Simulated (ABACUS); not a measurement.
MoSe:

```
Mo Se
1.0
     3.50023    0.00000    0.00000
     0.00000    3.50023    0.00000
     0.00000    0.00000    3.50023
Mo Se
1 1
Direct
  0.00000 0.00000 0.00000
  0.50000 0.50000 0.50000
```

The cell was built by a generator and needn't be a form met in nature.

- Program: ABACUS 3.10.1
- Task: single point
- Functional: PBE
- Potentials or basis: PseudoDojo NC SR 0.4.1 PBE standard
- Cutoff: 1184 eV
- Density cutoff: 4735 eV
- Basis: plane waves
- k mesh: 8 × 8 × 8
- Occupations: fermi-dirac, width 0.05 eV
- Spin: no spin polarisation

On this cell: pressure -26.1 GPa; largest force zero by symmetry; band gap on the k mesh none (metal or under the smearing width).

The same run follows on a disturbed copy (atoms moved at random, drawn with an rms of 0.05 Å):

```
Mo Se
1.0
     3.50023    0.00000    0.00000
     0.00000    3.50023    0.00000
     0.00000    0.00000    3.50023
Mo Se
1 1
Direct
  0.99814 0.00261 0.99735
  0.50269 0.50404 0.49293
```

What changes?

The energy (extrapolated to zero smearing) moves by -0.3 meV/atom; pressure -26.0 GPa; largest force 0.050 eV/Å; band gap on the k mesh none (metal or under the smearing width).

Forces in eV/Å, atoms in the order of the input:
```
Mo  -0.035 -0.011  0.034
Se   0.035  0.011 -0.034
```

Caveats: so large a pressure means that the cell lies far from this level's equilibrium, or that cutoff or potentials fall short (some runs).
